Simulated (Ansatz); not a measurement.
# CH5As: inversion of the pyramid at As2, part 2 of 2

Aim: the minimum-energy path and barrier of the inversion of the pyramid at As2. The ends are relaxed first, then joined by a nudged elastic band. SMILES of the start: C[AsH2].

Ansatz 0.2.0; RKS B3LYP-D4/def2-SVPD. The steps go on from the part before.

## (7) Vibrations at the top

The geometry is the highest inner image of the first converged band.

Contents of input.yaml:

```yaml
crystal:
  periodic: [false, false, false]
  atoms:
    - { symbol: C, position_ang: [-0.160977, -0.819496, -0.340663] }
    - { symbol: As, position_ang: [0.182824, 0.960177, 0.367233] }
    - { symbol: H, position_ang: [-0.251426, -1.502897, 0.513156] }
    - { symbol: H, position_ang: [0.707557, -1.130378, -0.934206] }
    - { symbol: H, position_ang: [-1.07118, -0.860614, -0.950403] }
    - { symbol: H, position_ang: [-0.301841, 1.336153, 1.711407] }
    - { symbol: H, position_ang: [0.956242, 1.949056, -0.412123] }
basis:
  gaussian: { orbitals: def2-SVPD }
hamiltonian:
  xc: b3lyp
  dispersion: d4
phonons: {}
```

Launch:

```
$ ansatz run input.yaml --threads 2 --pin off --max-ram 3072MiB --backend cpu --events-out ev --progress --plain --runs-dir out
```

Output, shortened:

```text
Warning: RAYON_NUM_THREADS=2 ignored (pool sized by the plan → 2); use --threads N
[...]
Functional definition: B3LYP
[...]
1033 factors; integrals over basis functions are off by at most 1.6e-4 eV
[...]
mean field -61950.88238112 eV, -2276.6529356898 hartree, gradient 2.2e-5 eV, S^2 0.000000; 0 other end points of the search recorded, 0 dependent functions left out
[...]
reference -61950.88260316 eV, -2276.6529438497 hartree; 22, 22 occupied and 76, 76 virtual orbitals, 1033 factors
[...]
1033 factors; integrals over basis functions are off by at most 1.6e-4 eV
[...]
mean field -61950.88222436 eV, -2276.6529299292 hartree, gradient 1.3e-6 eV, S^2 0.000000; 0 other end points of the search recorded, 0 dependent functions left out
[...]
reference -61950.88244638 eV, -2276.6529380882 hartree; 22, 22 occupied and 76, 76 virtual orbitals, 1033 factors
[...]
1033 factors; integrals over basis functions are off by at most 1.6e-4 eV
[...]
WARN: phonons: modes at or below zero, which the zero-point energy, F, S and C_V leave out: 2, the lowest at -1003.22 cm⁻¹. A minimum has none, and a first-order saddle one
Total energy: -61951.03228394 eV, -2276.6584445170 hartree
Atom 0 at    -0.160977    -0.819496    -0.340663 Å, force     0.003332    -0.020845     0.003621 eV/Å
Atom 1 at     0.182824     0.960177     0.367233 Å, force    -0.007941     0.001319     0.000743 eV/Å
Atom 2 at    -0.251426    -1.502897     0.513156 Å, force    -0.002651     0.003782    -0.001821 eV/Å
Atom 3 at     0.707557    -1.130378    -0.934206 Å, force    -0.001930     0.002463    -0.003560 eV/Å
Atom 4 at    -1.071180    -0.860614    -0.950403 Å, force     0.004565     0.006375    -0.000770 eV/Å
Atom 5 at    -0.301841     1.336153     1.711407 Å, force     0.003265     0.004188     0.002340 eV/Å
Atom 6 at     0.956242     1.949056    -0.412123 Å, force     0.001360     0.002718    -0.000554 eV/Å
Dipole moment:    -0.028467    -0.200328    -0.072713 e Å
Vibrations: -1003.22 -77.61 492.51 617.81 897.28 908.38 909.59 1272.96 1420.25 1444.23 2405.46 2450.22 3049.22 3147.01 3152.16 cm⁻¹, zero-point energy 1.374185 eV
```

Run time: 53 s. Hardware: 2 threads of Arm Neoverse V1, shared host; peak memory 0.19 GiB.

Of 15 modes, 2 are imaginary by more than 30 cm⁻¹ (1003i, 78i cm⁻¹).

## (8) Another band, settings changed

crystal.atoms is end A as relaxed above, and neb.final_atoms is end B, turned to lie on A. With 5 inner images the band has 7 in all. The start path is listed, through a guess of the saddle.

Contents of input.yaml:

```yaml
crystal:
  periodic: [false, false, false]
  atoms:
    - { symbol: C, position_ang: [-0.062207, -0.758128, -0.257072] }
    - { symbol: As, position_ang: [0.729377, 0.818608, 0.671555] }
    - { symbol: H, position_ang: [-0.250469, -1.544124, 0.486454] }
    - { symbol: H, position_ang: [0.66722, -1.138388, -0.984631] }
    - { symbol: H, position_ang: [-0.998262, -0.516718, -0.774578] }
    - { symbol: H, position_ang: [-0.57945, 1.28474, 1.315012] }
    - { symbol: H, position_ang: [0.554991, 1.78601, -0.50234] }
basis:
  gaussian: { orbitals: def2-SVPD }
hamiltonian:
  xc: b3lyp
  dispersion: d4
neb:
  order_check: false
  images: 5
  f_tol: 0.05
  max_iterations: 60
  optimiser: fire
  climbing: immediate
  final_atoms:
    - { symbol: C, position_ang: [-0.19036693, -0.72605258, -0.28177238] }
    - { symbol: As, position_ang: [-0.43396452, 1.10339578, 0.47340634] }
    - { symbol: H, position_ang: [-0.54016613, -1.45538874, 0.46138273] }
    - { symbol: H, position_ang: [0.854738, -0.9419658, -0.53426515] }
    - { symbol: H, position_ang: [-0.81122184, -0.82453836, -1.18255203] }
    - { symbol: H, position_ang: [0.67043765, 0.97442502, 1.52525876] }
    - { symbol: H, position_ang: [0.51174376, 1.80212468, -0.50705827] }
  initial_path:
    images:
      - { positions_ang: [[-0.062207, -0.758128, -0.257072], [0.729377, 0.818608, 0.671555], [-0.250469, -1.544124, 0.486454], [0.66722, -1.138388, -0.984631], [-0.998262, -0.516718, -0.774578], [-0.57945, 1.28474, 1.315012], [0.554991, 1.78601, -0.50234]] }
      - { positions_ang: [[-0.07160153, -0.7390038, -0.25432251], [0.56559476, 0.91903036, 0.59570254], [-0.25463358, -1.49538968, 0.5090841], [0.69374784, -1.07817134, -0.97143314], [-1.03053537, -0.56344987, -0.80046948], [-0.56277898, 1.16239318, 1.47451011], [0.72140686, 1.72659115, -0.59867164]] }
      - { positions_ang: [[-0.08099606, -0.71987961, -0.25157302], [0.40181252, 1.01945271, 0.51985009], [-0.25879816, -1.44665536, 0.5317142], [0.72027568, -1.01795468, -0.95823528], [-1.06280873, -0.61018174, -0.82636095], [-0.54610796, 1.04004637, 1.63400823], [0.88782272, 1.66717231, -0.69500327]] }
      - { positions_ang: [[-0.09039059, -0.70075541, -0.24882352], [0.23803028, 1.11987507, 0.44399763], [-0.26296275, -1.39792104, 0.55434431], [0.74680351, -0.95773802, -0.94503742], [-1.0950821, -0.65691361, -0.85225243], [-0.52943694, 0.91769955, 1.79350634], [1.05423858, 1.60775346, -0.79133491]] }
      - { positions_ang: [[-0.12371604, -0.7091878, -0.25980647], [0.01403202, 1.11438197, 0.45380053], [-0.35536387, -1.41707694, 0.52335711], [0.78278168, -0.95248061, -0.80811333], [-1.00046201, -0.71278853, -0.9623523], [-0.12947875, 0.93660804, 1.70409048], [0.87340698, 1.67254387, -0.69657603]] }
      - { positions_ang: [[-0.15704148, -0.71762019, -0.27078943], [-0.20996625, 1.10888888, 0.46360343], [-0.447765, -1.43623284, 0.49236992], [0.81875984, -0.94722321, -0.67118924], [-0.90584193, -0.76866345, -1.07245216], [0.27047945, 0.95551653, 1.61467462], [0.69257537, 1.73733428, -0.60181715]] }
      - { positions_ang: [[-0.19036693, -0.72605258, -0.28177238], [-0.43396452, 1.10339578, 0.47340634], [-0.54016613, -1.45538874, 0.46138273], [0.854738, -0.9419658, -0.53426515], [-0.81122184, -0.82453836, -1.18255203], [0.67043765, 0.97442502, 1.52525876], [0.51174376, 1.80212468, -0.50705827]] }
```

Launch:

```
$ ansatz run input.yaml --threads 2 --pin off --max-ram 3072MiB --backend cpu --events-out ev --progress --plain --runs-dir out
```

Output, shortened:

```text
Warning: RAYON_NUM_THREADS=2 ignored (pool sized by the plan → 2); use --threads N
[...]
[... 1 set-up line as earlier in the session ...]
[...]
1033 factors; integrals over basis functions are off by at most 2.1e-4 eV
[...]
mean field -61952.73688833 eV, -2276.7210875728 hartree, gradient 5.1e-5 eV, S^2 0.000000; 0 other end points of the search recorded, 0 dependent functions left out
[...]
reference -61952.73711881 eV, -2276.7210960428 hartree; 22, 22 occupied and 76, 76 virtual orbitals, 1033 factors
1033 factors; integrals over basis functions are off by at most 4.0e-4 eV
[...]
mean field -61952.73605782 eV, -2276.7210570522 hartree, gradient 5.7e-5 eV, S^2 0.000000; 0 other end points of the search recorded, 0 dependent functions left out
[...]
reference -61952.73628852 eV, -2276.7210655301 hartree; 22, 22 occupied and 76, 76 virtual orbitals, 1033 factors
[...]
NEB iter  24: max|band force component| = 3.876e-2 eV/Å  barrier→ = 1.8594 eV  barrier← = 1.8585 eV  CI = image 3  Δτ_max = 0.0000 Å  (216 SCF iters)
Total energy: -61951.03176867 eV, -2276.6584255810 hartree
Atom 0 at    -0.173256    -0.814022    -0.344266 Å, force     0.000001     0.002552    -0.005777 eV/Å
Atom 1 at     0.194840     0.953884     0.378909 Å, force    -0.007005    -0.001361    -0.010686 eV/Å
Atom 2 at    -0.275884    -1.506374     0.500647 Å, force    -0.001649    -0.002391    -0.004005 eV/Å
Atom 3 at     0.694392    -1.124481    -0.939297 Å, force    -0.011917    -0.021754    -0.003873 eV/Å
Atom 4 at    -1.081553    -0.831605    -0.958057 Å, force     0.006378    -0.015489     0.005271 eV/Å
Atom 5 at    -0.273205     1.328121     1.729807 Å, force     0.012826     0.012450    -0.010392 eV/Å
Atom 6 at     0.975866     1.926478    -0.413343 Å, force     0.001365     0.025992     0.029463 eV/Å
Dipole moment:    -0.031390    -0.197320    -0.072842 e Å
this run last wrote the band of iteration 24 to <dir>
```

It took 3.5 min on 2 threads of Arm Neoverse V1, shared host; peak memory 0.2 GiB.

## (9) Images and barrier

The 5 inner images lie between the fixed ends 0 and 6. Energy is taken from image 0, and the path length is the program's own coordinate along the band.

| image | path (Å) | energy (eV) | sum of angles at As2 (°) | band force (eV/Å) |
| --- | --- | --- | --- | --- |
| 0 | 0.000 | 0.0000 | 283.0 | - |
| 1 | 0.373 | 0.1639 | 305.9 | 0.035 |
| 2 | 0.752 | 0.9613 | 341.7 | 0.035 |
| 3* | 1.128 | 1.8594 | 360.0 | 0.029 |
| 4 | 1.752 | 0.3027 | 313.5 | 0.039 |
| 5 | 2.373 | 0.0328 | 284.7 | 0.017 |
| 6 | 2.996 | 0.0008 | 283.1 | - |

The star marks the climbing image.

image, energy (eV) and a bar:
```
        0      0.000 
        1      0.164 ###
        2      0.961 ################
        3      1.859 ##############################
        4      0.303 #####
        5      0.033 #
        6      0.001
```

## (10) The band again, with other settings

crystal.atoms is end A as relaxed above, and neb.final_atoms is end B, turned to lie on A. With 5 inner images the band has 7 in all. The start path is listed, through a guess of the saddle.

input.yaml, as its differences from that of step 8:

```diff
@@ -18,6 +18,4 @@
   images: 5
-  f_tol: 0.05
+  f_tol: 0.2
   max_iterations: 60
-  optimiser: fire
-  climbing: immediate
   final_atoms:
```

Launch:

```
$ ansatz run input.yaml --threads 2 --pin off --max-ram 3072MiB --backend cpu --events-out ev --progress --plain --runs-dir out
```

Output, shortened:

```text
Warning: RAYON_NUM_THREADS=2 ignored (pool sized by the plan → 2); use --threads N
[...]
[... 1 set-up line as earlier in the session ...]
[...]
1033 factors; integrals over basis functions are off by at most 2.1e-4 eV
[...]
mean field -61952.73688833 eV, -2276.7210875728 hartree, gradient 5.1e-5 eV, S^2 0.000000; 0 other end points of the search recorded, 0 dependent functions left out
[...]
reference -61952.73711881 eV, -2276.7210960428 hartree; 22, 22 occupied and 76, 76 virtual orbitals, 1033 factors
1033 factors; integrals over basis functions are off by at most 4.0e-4 eV
[...]
mean field -61952.73605782 eV, -2276.7210570522 hartree, gradient 5.7e-5 eV, S^2 0.000000; 0 other end points of the search recorded, 0 dependent functions left out
[...]
reference -61952.73628852 eV, -2276.7210655301 hartree; 22, 22 occupied and 76, 76 virtual orbitals, 1033 factors
[...]
NEB iter   8: max|band force component| = 9.237e-2 eV/Å  barrier→ = 1.8593 eV  barrier← = 1.8585 eV  CI = image 2  Δτ_max = 0.0000 Å  (237 SCF iters)
Total energy: -61951.03181179 eV, -2276.6584271657 hartree
Atom 0 at    -0.160902    -0.818152    -0.341888 Å, force    -0.050527    -0.032853    -0.032874 eV/Å
Atom 1 at     0.184851     0.963216     0.367186 Å, force    -0.023343    -0.050518    -0.018063 eV/Å
Atom 2 at    -0.259265    -1.498177     0.514289 Å, force     0.011311     0.013322    -0.004044 eV/Å
Atom 3 at     0.710873    -1.135050    -0.929208 Å, force    -0.031206     0.013083     0.011277 eV/Å
Atom 4 at    -1.071635    -0.865120    -0.956131 Å, force     0.092745     0.043122     0.045442 eV/Å
Atom 5 at    -0.295462     1.330920     1.715759 Å, force     0.009077     0.012293    -0.010495 eV/Å
Atom 6 at     0.952740     1.954363    -0.415607 Å, force    -0.008057     0.001550     0.008758 eV/Å
Dipole moment:    -0.028172    -0.198493    -0.071573 e Å
this run last wrote the band of iteration 8 to <dir>
```

It took 80 s on 2 threads of Arm Neoverse V1, shared host; peak memory 0.2 GiB.

## (11) Images and barrier

Images 0 and 6 are the ends. Energies count from image 0; the path length is the program's own measure over all atoms.

| image | path (Å) | energy (eV) | sum of angles at As2 (°) | band force (eV/Å) |
| --- | --- | --- | --- | --- |
| 0 | 0.000 | 0.0000 | 283.0 | - |
| 1 | 0.557 | 0.4502 | 323.6 | 0.024 |
| 2* | 1.114 | 1.8593 | 360.0 | 0.092 |
| 3 | 1.628 | 0.5382 | 325.5 | 0.070 |
| 4 | 2.141 | 0.0525 | 284.1 | 0.018 |
| 5 | 2.653 | 0.0240 | 283.2 | 0.005 |
| 6 | 3.165 | 0.0008 | 283.1 | - |

The star marks the climbing image.

image, energy (eV) and a bar:
```
        0      0.000 
        1      0.450 #######
        2      1.859 ##############################
        3      0.538 #########
        4      0.052 #
        5      0.024 
        6      0.001
```

## (12) Results

What follows sums up all 2 parts.

```
                                quantity                                                      value
                                   end A                                    3 moves, 0.170 eV lower
                                   end B                                   20 moves, 0.218 eV lower
            first band: barrier forwards                                                    1.86 eV
           first band: barrier backwards                                                    1.86 eV
first band: second end relative to first                                                  +0.001 eV
               first band: highest image                                      2 of 0 to 6, climbing
             first band: band iterations                                                          9
              imaginary modes at the top                                            1003i, 78i cm⁻¹
                             second band  top 1.859 eV above image 0, 24 iterations, 5 inner images
             time, first and second band                                           91 s and 3.5 min
                              third band   top 1.859 eV above image 0, 8 iterations, 5 inner images
              time, first and third band                                              91 s and 80 s
```

What this shows: In the first band: the top lies 1.86 eV above the first end, or 72 kT at room temperature; with a typical attempt rate of 10^13 per second that is roughly 10^-18 events a second. The ends differ by 1 meV at most. Beside the main imaginary mode the others are soft (under 80i cm⁻¹) and may be noise at this precision. The second band's top lies 1 meV above the first's, so the changed settings hardly move the height. The third band's top agrees with the first's to 1 meV, so the changed settings hardly move the height. Zero-point energy and entropy are left out.
